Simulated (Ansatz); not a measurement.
# KZnF3, space group Pm-3m: a phonon calculation by linear response

Computed with the Python package of Ansatz (0.2.0).

The script reads `POSCAR`:
```text
KZnF3
1.0
   4.05000000    0.00000000    0.00000000
   0.00000000    4.05000000    0.00000000
   0.00000000    0.00000000    4.05000000
K Zn F
1 1 3
Direct
   0.00000000    0.00000000    0.00000000
   0.50000000    0.50000000    0.50000000
   0.50000000    0.50000000    0.00000000
   0.00000000    0.50000000    0.50000000
   0.50000000    0.00000000    0.50000000
```

Run as a notebook:

In [1]:
```python
from pathlib import Path

import ansatz as az
from ase.io import read
import numpy as np
```

In [2]:
```python
SMEARING = "Fixed"
KGRID = (4, 4, 4)
```

In [3]:
```python
atoms = read("POSCAR", format="vasp")
kznf3 = az.Crystal.from_ase(atoms)
```

In [4]:
```python
kznf3.resolved().tree()["lattice"]
```
Out [4]:
```text
((4.05, 0.0, 0.0), (0.0, 4.05, 0.0), (0.0, 0.0, 4.05))
```

In [5]:
```python
job = kznf3.calculation().occupations(SMEARING).functional(az.Functional.PBE).kpoints(*KGRID).phonons("dfpt")
outcome = job.run(runs_dir="runs")
ph = outcome.phonons
```
```text
DeckWarning: basis.ecutwfc = 420 eV, auto-derived from the records' recommended cutoffs: set by K (normal level)
```

In [6]:
```python
print("Gamma modes (1/cm):", " ".join(f"{w:.1f}" for w in ph.gamma_omega_inv_cm))
print("in meV:", " ".join(f"{w * 0.1239842:.2f}" for w in ph.gamma_omega_inv_cm))
```
```text
Gamma modes (1/cm): 0.0 0.0 0.0 132.4 132.4 132.4 146.7 146.7 146.7 177.6 177.6 177.6 435.1 435.1 435.1
in meV: 0.00 0.00 0.00 16.41 16.41 16.41 18.18 18.18 18.18 22.02 22.02 22.02 53.94 53.94 53.94
```

Notes:
- The cell isn't relaxed first, so the values belong to this volume.
- No non-analytic term is added, so at the zone centre the longitudinal optical modes of a polar crystal aren't split off.
- The starting cell is as deposited in a crystallographic database; the results hold for this polymorph, which needn't be the stable one.
- Warnings are shown shortened and without file and line.
- The structure is taken as given; imaginary modes can come from an unrelaxed or unstable start.
- The whole script took 12 s on 1 thread of Intel(R) Xeon(R) 6975P-C (Granite Rapids), with other jobs on the host, peak memory 0.65 GiB.
